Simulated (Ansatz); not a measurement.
# H6N3NbS: basis-set convergence

How large a basis does H6N3NbS need? Two functionals are run in growing sets.

Method: one geometry, several basis sets; program: Ansatz 0.2.0, Gaussian basis.

Plan: PBE0-D4/def2-SVP; ωB97M-V/def2-SVP; PBE0-D4/def2-QZVPP; ωB97M-V/def2-QZVPP; the functionals' def2-TZVPP values are taken from earlier runs.

### 1 The geometry

The geometry comes from an earlier relaxation with PBE0-D4 in a triple-zeta def2 set; it is a stationary point, not always the lowest conformer. Nb takes the def2 core potential; no spin-orbit term is included.

SMILES `[NH2][Nb]([NH2])([NH2])=[S]`, 11 atoms, charge 0, spin multiplicity 1.

Atoms are counted from 1 here; the program's logs count them from 0.

Bond lengths: N1–Nb2 1.969 Å, N1–H6 1.010 Å, N1–H7 1.010 Å, Nb2–N3 1.969 Å, Nb2–N4 1.969 Å, Nb2–S5 2.156 Å, N3–H8 1.010 Å, N3–H9 1.010 Å, N4–H10 1.010 Å, N4–H11 1.010 Å. Angles: Nb2–N1–H6 124.2°, Nb2–N1–H7 124.0°, H6–N1–H7 110.1°, N1–Nb2–N3 108.5°, N1–Nb2–N4 108.5°, N1–Nb2–S5 110.4°, N3–Nb2–N4 108.5°, N3–Nb2–S5 110.4°, N4–Nb2–S5 110.4°, Nb2–N3–H8 124.2°, Nb2–N3–H9 124.0°, H8–N3–H9 110.1°, Nb2–N4–H10 124.2°, Nb2–N4–H11 124.0°, H10–N4–H11 110.1°.

Coordinates:

```
atom     x (Å)     y (Å)     z (Å)
  N1  -1.60271   0.83790  -0.40543
 Nb2   0.26061   0.35932   0.01373
  N3   0.29464  -0.55823   1.75548
  N4   0.91187  -0.88779  -1.36370
  S5   1.49519   2.12625   0.07126
  H6  -1.98776   1.76588  -0.30068
  H7  -2.21942   0.26819  -0.96750
  H8   1.00611  -0.41596   2.45828
  H9  -0.49986  -1.03512   2.15816
 H10   1.51788  -0.62379  -2.12752
 H11   0.88875  -1.89365  -1.27136
```

### 2 PBE0-D4 in def2-SVP

in.yaml reads:

```yaml
crystal:
  periodic: [false, false, false]
  atoms:
    - {symbol: N, position_ang: [-1.602713, 0.837902, -0.405434]}
    - {symbol: Nb, position_ang: [0.260614, 0.359318, 0.013728]}
    - {symbol: N, position_ang: [0.294642, -0.558227, 1.755476]}
    - {symbol: N, position_ang: [0.911868, -0.887791, -1.363704]}
    - {symbol: S, position_ang: [1.495190, 2.126248, 0.071263]}
    - {symbol: H, position_ang: [-1.987756, 1.765877, -0.300680]}
    - {symbol: H, position_ang: [-2.219424, 0.268193, -0.967504]}
    - {symbol: H, position_ang: [1.006112, -0.415955, 2.458279]}
    - {symbol: H, position_ang: [-0.499861, -1.035124, 2.158159]}
    - {symbol: H, position_ang: [1.517881, -0.623790, -2.127524]}
    - {symbol: H, position_ang: [0.888748, -1.893651, -1.271359]}
basis:
  gaussian: {orbitals: def2-SVP}
hamiltonian: {xc: pbe0, dispersion: d4}
output: {orbitals: {seedname: orbitals}}
```

Started as:

```
> ansatz run in.yaml --threads 4 --pin off --events-out ev --progress --plain --max-ram 11315MiB
```

The runs that follow: ωB97M-V in def2-SVP; PBE0-D4 in def2-QZVPP; ωB97M-V in def2-QZVPP.

Q: Predict the results of all the runs planned. Wanted: PBE0-D4: double and triple zeta above quadruple; ωB97M-V: double and triple zeta above quadruple.

The runs gave:

| quantity | value |
| --- | --- |
| PBE0-D4: double and triple zeta above quadruple | 10.32, 0.70 eV |
| ωB97M-V: double and triple zeta above quadruple | 10.46, 0.66 eV |

In words: For PBE0-D4 the step from double to triple zeta gains 9.62 eV and the next only 0.70 eV. Total energies overstate the basis error of differences, where much of it tends to cancel. The LUMO of ωB97M-V is positive and keeps falling with the basis (1.14 to 0.36 eV): an unbound level that the basis holds in place.
